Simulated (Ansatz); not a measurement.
# Cl2H2S2Sn: the cost of one run

Program: Ansatz 0.2.0, Gaussian basis. Level of theory: the settings change from run to run. These are calculated values, not measurements.

**1. The relaxed structure**

An earlier PBE0-D4 in a triple-zeta def2 set relaxation fixed the geometry. Sn takes a core potential in def2 sets; no spin-orbit term is included.

SMILES `[SH][Sn]([SH])([Cl])[Cl]`, 7 atoms, charge 0, spin multiplicity 1.

Atoms are counted from 1 here; the program's logs count them from 0.

Bond lengths: S1–Sn2 2.371 Å, S1–H6 1.345 Å, Sn2–S3 2.371 Å, Sn2–Cl4 2.315 Å, Sn2–Cl5 2.315 Å, S3–H7 1.345 Å. Angles: Sn2–S1–H6 91.4°, S1–Sn2–S3 110.6°, S1–Sn2–Cl4 107.4°, S1–Sn2–Cl5 113.2°, S3–Sn2–Cl4 113.2°, S3–Sn2–Cl5 107.4°, Cl4–Sn2–Cl5 105.0°, Sn2–S3–H7 91.5°.

**2. BLYP/ANO-RCC-VTZP**

Options: D4 dispersion, the search for lower states set to light.

The input, in.yaml:

```yaml
crystal:
  periodic: [false, false, false]
  atoms:
    - {symbol: S, position_ang: [-1.477688, 0.996272, 1.446443]}
    - {symbol: Sn, position_ang: [0.014504, 0.018436, -0.114561]}
    - {symbol: S, position_ang: [1.382166, -1.603981, 0.942211]}
    - {symbol: Cl, position_ang: [-1.261451, -0.847600, -1.841214]}
    - {symbol: Cl, position_ang: [1.420075, 1.557482, -1.122038]}
    - {symbol: H, position_ang: [-2.433322, 1.118106, 0.507662]}
    - {symbol: H, position_ang: [2.416917, -1.306715, 0.135797]}
basis:
  gaussian: {orbitals: ANO-RCC-VTZP}
hamiltonian: {xc: {name: BLYP}, dispersion: d4}
scf: {lower_state_search: light}
```

On the command line:

```bash
$ ansatz run in.yaml --threads 4 --pin off --events-out ev --progress --plain --max-ram 10444MiB
```

What time and memory should one allow on 4 threads of Intel Xeon Platinum 8488C, shared host?

About 5.5 s, with a peak of 0.63 GiB.
